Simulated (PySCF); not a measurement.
# GeH6O2Si: the cost of one run

Programs: PySCF 2.14.0, with density-fitted response routines of our own. Each step states its level of theory. These are calculated values for one molecule in the gas phase, unless marked as measured. Atoms are numbered from 0 throughout.

### Step 1. Starting geometry

10 atoms, charge 0, multiplicity 1; geometry from: GFN2-xTB. The atoms were then displaced at random by about 0.01 Å, so the start is not that level's minimum.

Bonds of the start (Å): O0–Si1 1.65, Si1–O2 1.63, O2–Ge3 1.69, O0–H4 0.92, Si1–H5 1.46, Si1–H6 1.47, Ge3–H7 1.49, Ge3–H8 1.51, Ge3–H9 1.52.

### Step 2. Relaxing the molecule at PBE0-D3(BJ)/def2-SVP

Job settings and geometry (Å):

```
{"job": {"xc": "PBE0", "basis": "def2-SVP", "d3": "d3bj", "grid": 1, "shake": 0.01, "kind": "geom"}, "charge": 0, "multiplicity": 1}
O      1.155630    -1.114940     0.448480
Si     1.283490     0.455240    -0.039330
O     -0.216200     0.876860    -0.533840
Ge    -1.668020     0.004320    -0.592500
H      1.884470    -1.574640     0.770310
H      2.170920     0.568110    -1.194080
H      1.651360     1.321730     1.084280
H     -1.509030    -1.169200    -1.503380
H     -2.639070     1.033620    -1.125940
H     -2.063110    -0.422020     0.812100
```

Launch:

```bash
OMP_NUM_THREADS=1 python probes_run.py task.json out
```

One launch serves the whole session: the jobs run in the order shown.

Q: Estimate the wall time and peak memory of this first job on 1 thread of Arm Neoverse V2, shared host.

About 21 s, with a peak of 0.45 GiB.
